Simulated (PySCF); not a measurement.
**BeH: bond curves at several levels of theory**

Aim: find the lowest electronic state of BeH, scan its bond at several levels of theory, and get bond length, wavenumber and dissociation energy from each curve.

Program: PySCF 2.14.0. Level of theory: Be aug-pcseg-1, H aug-pcseg-1, no relativity. These are calculated values, not measurements.

## 1. The job

The job is set up so:

```yaml
atoms: Be, H
charge: 0
basis: Be aug-pcseg-1, H aug-pcseg-1
Hamiltonian: no relativity
basis_functions: 22
electrons_treated: 5
masses_in_u: 9.0122, 1.0078
levels: PBE0, PBE, r²SCAN, B2PLYP, TPSSh, BP86, ωB97X, HF, MP2, SCS-MP2, CCSD, CCSD(T)
grid: 80 radial by 434 angular points
occupations: held fixed by the projection of orbital angular momentum
dissociation_limit: Be + H, each in its ground configuration
starting_distance_in_angstrom: 1.280
values_of_2S_to_try: 1, 3
```

Command:

```
> OMP_NUM_THREADS=1 python dia.py task.json out
```

The runs that follow: First curve: PBE0; Excited determinants; PBE; r²SCAN (meta-GGA); B2PLYP (double hybrid); TPSSh; BP86 (GGA); ωB97X (range-separated hybrid); UHF (mean field); Correlated methods on the Hartree–Fock reference.

Q: Predict the outcome of this session. Wanted: for each run, Re; ωe; De; μ.

**Answer**, as computed:

Lowest PBE0 solution found, without spin–orbit coupling: ²Σ⁺ (doublet), unpaired electrons σ ↑. The other levels ran on it alone.

| level | Re (Å) | ωe (cm⁻¹) | De (eV) | μ (D) |
| --- | --- | --- | --- | --- |
| UHF | 1.344 | 2129 | 2.08 | -0.28 |
| UHF-MP2 | 1.342 | 2108 | 2.14 | n/a |
| UHF-SCS-MP2 | 1.342 | 2102 | 2.13 | n/a |
| UHF-CCSD | 1.349 | 2039 | 1.85 | n/a |
| UHF-CCSD(T) | 1.350 | 2034 | 1.86 | n/a |
| PBE | 1.362 | 1992 | 2.32 | -0.25 |
| BP86 | 1.362 | 1991 | 2.44 | -0.26 |
| r²SCAN | 1.356 | 2029 | 2.53 | -0.29 |
| TPSSh | 1.355 | 2031 | 2.52 | -0.19 |
| PBE0 | 1.354 | 2043 | 2.34 | -0.25 |
| ωB97X | 1.356 | 2036 | 2.26 | -0.19 |
| B2PLYP | 1.344 | 2078 | 2.29 | -0.29 |

De is counted to Be + H in their ground configurations. A positive dipole means Be(−)H(+).

Differences from CCSD(T) in the same basis:

| level | Re (mÅ) | ωe (%) |
| --- | --- | --- |
| UHF | -6 | +4.7 |
| UHF-MP2 | -8 | +3.6 |
| UHF-SCS-MP2 | -8 | +3.4 |
| UHF-CCSD | -1 | +0.2 |
| PBE | +12 | -2.1 |
| BP86 | +12 | -2.1 |
| r²SCAN | +6 | -0.3 |
| TPSSh | +5 | -0.2 |
| PBE0 | +4 | +0.4 |
| ωB97X | +6 | +0.1 |
| B2PLYP | -6 | +2.2 |

Judged by CCSD(T) in the same basis: best bond length UHF-CCSD (-1 mÅ), worst PBE and BP86 (+12 mÅ); best wavenumber ωB97X (+0.1 %), worst UHF (+4.7 %). Hartree–Fock falls on the short and stiff side, its usual fault. PBE has the long and soft bond that GGAs tend to give. CCSD(T) in a basis this small is itself some way from its limit, more so than the functionals. Among the levels with a De in the table, it runs from 1.85 eV (UHF-CCSD) to 2.53 eV (r²SCAN).

B2PLYP dipoles, levels and charges come from its SCF part alone.
